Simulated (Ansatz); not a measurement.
# Ag+ with H2S: interaction against distance, part 3 of 3

Ansatz 0.2.0, Gaussian basis.

## Step 13: B moved by +1.22 Å, CCSD(T)/def2-TZVPPD

The inputs:

ab/in.yaml

```yaml
crystal:
  periodic: [false, false, false]
  atoms:
    - {symbol: Ag, position_ang: [-0.146262, -0.090382, -1.966860]}
    - {symbol: S, position_ang: [0.248960, -0.471778, 1.630088]}
    - {symbol: H, position_ang: [-0.866627, 0.142710, 2.072597]}
    - {symbol: H, position_ang: [1.034958, 0.587165, 1.910782]}
basis:
  gaussian: {orbitals: "def2-TZVPPD.json"}
total_charge: 1
correlation: {method: ccsd_t}
```

a/in.yaml

```yaml
crystal:
  periodic: [false, false, false]
  atoms:
    - {symbol: Ag, position_ang: [-0.146262, -0.090382, -1.966860]}
basis:
  gaussian:
    orbitals: "def2-TZVPPD.json"
    ghost_atoms:
      - {symbol: S, position_ang: [0.248960, -0.471778, 1.630088]}
      - {symbol: H, position_ang: [-0.866627, 0.142710, 2.072597]}
      - {symbol: H, position_ang: [1.034958, 0.587165, 1.910782]}
total_charge: 1
correlation: {method: ccsd_t}
```

b/in.yaml

```yaml
crystal:
  periodic: [false, false, false]
  atoms:
    - {symbol: S, position_ang: [0.248960, -0.471778, 1.630088]}
    - {symbol: H, position_ang: [-0.866627, 0.142710, 2.072597]}
    - {symbol: H, position_ang: [1.034958, 0.587165, 1.910782]}
basis:
  gaussian:
    orbitals: "def2-TZVPPD.json"
    ghost_atoms:
      - {symbol: Ag, position_ang: [-0.146262, -0.090382, -1.966860]}
correlation: {method: ccsd_t}
```

One command serves all of them, each in its own folder.

The run is started by

```bash
ansatz run in.yaml --threads 2 --pin off --events-out ev --progress --plain --max-ram 5222MiB
```

Output in ab (excerpt; [...] marks lines left out):

```text
Functional definition: HF
  name "HF"
  cite "Fock, Z. Phys. 61, 126 (1930) doi:10.1007/BF01340294"
  parent pbe
[...]
866 factors; integrals over basis functions are off by at most 1.2e-3 eV
[...]
mean field -14819.58129035 eV, -544.6095673472 hartree, gradient 1.5e-6 eV, S^2 0.000000; 0 other end points of the search recorded, 0 dependent functions left out
5 core orbitals not correlated: weight in the atoms' cores, before any rotation towards them, 1.000 or more for the frozen orbitals, at most 0.000 for the correlated occupied ones
reference -14819.58129035 eV, -544.6095673472 hartree; 13, 13 occupied and 123, 123 virtual orbitals, 866 factors
second order -22.04444163 eV of doubles, -0.00000000 eV of singles
cycle   1  -21.53716380 eV  change    5.1e-1 eV  update   8.0e-2
[...]
cycle  11  -22.01617936 eV  change    2.1e-5 eV  update   1.8e-5
perturbative correction -0.64120978 eV, -0.0235640249 hartree
Total energy: -14842.23867949 eV, -545.4422110405 hartree
```

a printed (excerpt; [...] marks lines left out):

```text
[... 4 set-up lines as earlier in the session ...]
[...]
869 factors; integrals over basis functions are off by at most 1.2e-3 eV
[...]
mean field -3969.68705797 eV, -145.8833086299 hartree, gradient 6.5e-7 eV, S^2 0.000000; 0 other end points of the search recorded, 0 dependent functions left out
reference -3969.68705797 eV, -145.8833086299 hartree; 9, 9 occupied and 132, 132 virtual orbitals, 869 factors
second order -16.72633559 eV of doubles, -0.00000000 eV of singles
cycle   1  -15.77702620 eV  change    9.5e-1 eV  update   5.8e-2
[...]
cycle   7  -16.06285669 eV  change    4.0e-6 eV  update   8.9e-6
perturbative correction -0.39756218 eV, -0.0146101406 hartree
Total energy: -3986.14747684 eV, -146.4882178662 hartree
```

Output in b (excerpt; [...] marks lines left out):

```text
[... 4 set-up lines as earlier in the session ...]
[...]
866 factors; integrals over basis functions are off by at most 1.2e-3 eV
[...]
mean field -10849.40686149 eV, -398.7083481676 hartree, gradient 5.0e-6 eV, S^2 0.000000; 0 other end points of the search recorded, 0 dependent functions left out
5 core orbitals not correlated: weight in the atoms' cores, before any rotation towards them, 1.000 or more for the frozen orbitals, at most 0.000 for the correlated occupied ones
reference -10849.40686149 eV, -398.7083481676 hartree; 4, 4 occupied and 132, 132 virtual orbitals, 866 factors
second order -5.23720224 eV of doubles, -0.00000000 eV of singles
cycle   1  -5.71575002 eV  change   -4.8e-1 eV  update   5.0e-2
[...]
cycle   9  -5.89625313 eV  change    2.9e-6 eV  update   3.9e-6
perturbative correction -0.22740898 eV, -0.0083571260 hartree
Total energy: -10855.53052360 eV, -398.9333885994 hartree
```

Wall times: 9 s (ab), 5.5 s (a), 2.7 s (b) on 2 threads of Arm Neoverse V1, shared host; peak memory 0.66 GiB.

Interaction: -54.10 kJ/mol.

## Step 14: B moved by +2.44 Å, wB97M-V/def2-TZVPPD

Contents of ab/in.yaml:

```yaml
crystal:
  periodic: [false, false, false]
  atoms:
    - {symbol: Ag, position_ang: [-0.146262, -0.090382, -1.966860]}
    - {symbol: S, position_ang: [0.339336, -0.415906, 2.845623]}
    - {symbol: H, position_ang: [-0.776252, 0.198582, 3.288132]}
    - {symbol: H, position_ang: [1.125333, 0.643037, 3.126318]}
basis:
  gaussian: {orbitals: "def2-TZVPPD.json"}
total_charge: 1
hamiltonian: {xc: {name: wB97M-V}}
```

Contents of a/in.yaml:

```yaml
crystal:
  periodic: [false, false, false]
  atoms:
    - {symbol: Ag, position_ang: [-0.146262, -0.090382, -1.966860]}
basis:
  gaussian:
    orbitals: "def2-TZVPPD.json"
    ghost_atoms:
      - {symbol: S, position_ang: [0.339336, -0.415906, 2.845623]}
      - {symbol: H, position_ang: [-0.776252, 0.198582, 3.288132]}
      - {symbol: H, position_ang: [1.125333, 0.643037, 3.126318]}
total_charge: 1
hamiltonian: {xc: {name: wB97M-V}}
```

Contents of b/in.yaml:

```yaml
crystal:
  periodic: [false, false, false]
  atoms:
    - {symbol: S, position_ang: [0.339336, -0.415906, 2.845623]}
    - {symbol: H, position_ang: [-0.776252, 0.198582, 3.288132]}
    - {symbol: H, position_ang: [1.125333, 0.643037, 3.126318]}
basis:
  gaussian:
    orbitals: "def2-TZVPPD.json"
    ghost_atoms:
      - {symbol: Ag, position_ang: [-0.146262, -0.090382, -1.966860]}
hamiltonian: {xc: {name: wB97M-V}}
```

One command serves all of them, each in its own folder.

The run is started by

```bash
ansatz run in.yaml --threads 2 --pin off --events-out ev --progress --plain --max-ram 5222MiB
```

ab printed (excerpt; [...] marks lines left out):

```text
[... 5 set-up lines as earlier in the session ...]
  # Of w^i u^j: cxij and so on, Table III.
[...]
  gx(w, u) = 1 - cx + cx01*u + cx10*w
[...]
      + integral(e_c_pw_mod_opposite_spin*gos(b97_w_opposite, b97_u_opposite)) + vv10(b, c)
793 factors; their error is unknown
181 factors; integrals over basis functions are off by at most 8.1e-5 eV
[...]
mean field -14857.76814834 eV, -546.0129084946 hartree, gradient 2.3e-5 eV, S^2 0.000000; 0 other end points of the search recorded, 0 dependent functions left out
reference -14857.76822260 eV, -546.0129112234 hartree; 18, 18 occupied and 123, 123 virtual orbitals, 793 factors
Total energy: -14857.76822260 eV, -546.0129112234 hartree
```

Log of a (excerpt; [...] marks lines left out):

```text
[... 5 set-up lines as earlier in the session ...]
  # Of w^i u^j: cxij and so on, Table III.
[...]
  gx(w, u) = 1 - cx + cx01*u + cx10*w
[...]
      + integral(e_c_pw_mod_opposite_spin*gos(b97_w_opposite, b97_u_opposite)) + vv10(b, c)
776 factors; their error is unknown
176 factors; integrals over basis functions are off by at most 7.8e-5 eV
[...]
mean field -3990.02356565 eV, -146.6306615025 hartree, gradient 7.1e-6 eV, S^2 0.000000; 0 other end points of the search recorded, 0 dependent functions left out
reference -3990.02358616 eV, -146.6306622564 hartree; 9, 9 occupied and 132, 132 virtual orbitals, 776 factors
Total energy: -3990.02358616 eV, -146.6306622564 hartree
```

b printed (excerpt; [...] marks lines left out):

```text
[... 5 set-up lines as earlier in the session ...]
  # Of w^i u^j: cxij and so on, Table III.
[...]
  gx(w, u) = 1 - cx + cx01*u + cx10*w
[...]
      + integral(e_c_pw_mod_opposite_spin*gos(b97_w_opposite, b97_u_opposite)) + vv10(b, c)
735 factors; their error is unknown
163 factors; integrals over basis functions are off by at most 7.6e-5 eV
[...]
mean field -10867.54113634 eV, -399.3747704765 hartree, gradient 8.0e-5 eV, S^2 0.000000; 0 other end points of the search recorded, 0 dependent functions left out
reference -10867.54120004 eV, -399.3747728173 hartree; 9, 9 occupied and 132, 132 virtual orbitals, 735 factors
Total energy: -10867.54120004 eV, -399.3747728173 hartree
```

Wall times: 6 s (ab), 3.9 s (a), 4.2 s (b) on 2 threads of Arm Neoverse V1, shared host; peak memory 0.31 GiB.

ab − a − b = -19.63 kJ/mol.

## Step 15: B moved by +2.44 Å, CCSD(T)/def2-TZVPPD

Each input of step 14 (ab, a, b) changes in the same lines:

```diff
-hamiltonian: {xc: {name: wB97M-V}}
+correlation: {method: ccsd_t}
```

One command serves all of them, each in its own folder.

The run is started by

```bash
ansatz run in.yaml --threads 2 --pin off --events-out ev --progress --plain --max-ram 5222MiB
```

Output in ab (excerpt; [...] marks lines left out):

```text
[... 4 set-up lines as earlier in the session ...]
[...]
868 factors; integrals over basis functions are off by at most 9.1e-4 eV
[...]
mean field -14819.27976918 eV, -544.5984866489 hartree, gradient 2.7e-6 eV, S^2 0.000000; 0 other end points of the search recorded, 0 dependent functions left out
5 core orbitals not correlated: weight in the atoms' cores, before any rotation towards them, 1.000 or more for the frozen orbitals, at most 0.000 for the correlated occupied ones
reference -14819.27976918 eV, -544.5984866489 hartree; 13, 13 occupied and 123, 123 virtual orbitals, 868 factors
second order -21.95649812 eV of doubles, -0.00000000 eV of singles
cycle   1  -21.48121273 eV  change    4.8e-1 eV  update   7.7e-2
[...]
cycle  12  -21.94690851 eV  change   -1.1e-5 eV  update   3.0e-6
perturbative correction -0.62523959 eV, -0.0229771312 hartree
Total energy: -14841.85191728 eV, -545.4279977916 hartree
```

Log of a (excerpt; [...] marks lines left out):

```text
[... 4 set-up lines as earlier in the session ...]
[...]
871 factors; integrals over basis functions are off by at most 9.1e-4 eV
[...]
mean field -3969.68659056 eV, -145.8832914528 hartree, gradient 5.1e-7 eV, S^2 0.000000; 0 other end points of the search recorded, 0 dependent functions left out
reference -3969.68659056 eV, -145.8832914528 hartree; 9, 9 occupied and 132, 132 virtual orbitals, 871 factors
second order -16.71645989 eV of doubles, -0.00000000 eV of singles
cycle   1  -15.76818905 eV  change    9.5e-1 eV  update   5.8e-2
[...]
cycle   7  -16.05338670 eV  change    6.0e-6 eV  update   8.4e-6
perturbative correction -0.39656335 eV, -0.0145734343 hartree
Total energy: -3986.13654060 eV, -146.4878159668 hartree
```

b printed (excerpt; [...] marks lines left out):

```text
[... 4 set-up lines as earlier in the session ...]
[...]
868 factors; integrals over basis functions are off by at most 9.0e-4 eV
[...]
mean field -10849.40587721 eV, -398.7083119959 hartree, gradient 5.0e-6 eV, S^2 0.000000; 0 other end points of the search recorded, 0 dependent functions left out
5 core orbitals not correlated: weight in the atoms' cores, before any rotation towards them, 1.000 or more for the frozen orbitals, at most 0.000 for the correlated occupied ones
reference -10849.40587721 eV, -398.7083119959 hartree; 4, 4 occupied and 132, 132 virtual orbitals, 868 factors
second order -5.23514784 eV of doubles, -0.00000000 eV of singles
cycle   1  -5.71378833 eV  change   -4.8e-1 eV  update   5.0e-2
[...]
cycle   9  -5.89425463 eV  change    2.9e-6 eV  update   3.9e-6
perturbative correction -0.22717912 eV, -0.0083486788 hartree
Total energy: -10855.52731096 eV, -398.9332705370 hartree
```

Times: 10 s (ab), 5.5 s (a), 2.7 s (b) on 2 threads of Arm Neoverse V1, shared host; peak memory 0.66 GiB.

Interaction: -18.15 kJ/mol.

## Step 16: The curves

```csv
shift (Å),Ag1–S2 (Å),PBE-D4,r2SCAN-D4,PBE0-D4,B3LYP-D4,wB97M-V,Hartree-Fock,MP2,CCSD,CCSD(T)
-0.24,2.20,-166.85,-161.54,-139.99,-136.07,-119.55,-28.23,-123.96,-92.95,-103.43
-0.12,2.32,-181.83,-175.89,-157.38,-156.10,-139.72,-62.55,-140.38,-115.89,-124.69
0.00,2.44,-184.59,-178.06,-161.92,-162.82,-146.28,-80.82,-144.07,-124.76,-132.22
0.12,2.56,-180.12,-173.03,-158.72,-161.36,-144.52,-88.74,-140.19,-124.96,-131.35
0.29,2.73,-167.59,-159.70,-147.30,-151.84,-134.39,-89.48,-128.10,-117.15,-122.36
0.61,3.04,-138.82,-129.13,-119.35,-126.45,-107.17,-76.82,-99.56,-93.48,-97.10
1.22,3.64,-89.98,-78.89,-71.05,-78.37,-60.71,-47.02,-54.83,-52.53,-54.10
2.44,4.85,-46.21,-33.82,-25.26,-30.71,-19.63,-18.07,-18.54,-18.00,-18.15
```

Energies in kJ/mol.

Miss and cost, level by level (times from a shared host):

```csv
method,RMS deviation from CCSD(T) (kJ/mol),mean time a point
PBE-D4,47.79,3.6 s
r2SCAN-D4,40.49,6.7 s
PBE0-D4,26.20,4.2 s
B3LYP-D4,28.21,4.9 s
wB97M-V,11.98,15 s
Hartree-Fock,44.04,part of the CCSD(T) run
MP2,10.76,part of the CCSD(T) run
CCSD,6.39,part of the CCSD(T) run
CCSD(T),0,17 s
```

For cost: wB97M-V comes within 11.98 kJ/mol at 15 s a point, where CCSD(T) needs 17 s.

## Step 17: Summary of results

The summary covers parts 1 to 3.

| quantity | value |
| --- | --- |
| deepest point, CCSD(T) | -132.22 kJ/mol at +0.00 Å |
| at the longest distance | -18.15 kJ/mol at +2.44 Å |
| at the shortest | -103.43 kJ/mol at -0.24 Å |
| RMS deviation from CCSD(T) | PBE-D4 47.79, r2SCAN-D4 40.49, PBE0-D4 26.20, B3LYP-D4 28.21, wB97M-V 11.98, Hartree-Fock 44.04, MP2 10.76, CCSD 6.39 kJ/mol |

In words: Of the points run, CCSD(T) in this basis is lowest at the PBE0-D4 geometry. At +2.44 Å, 14 % of the binding is left. CCSD follows best and PBE-D4 worst.
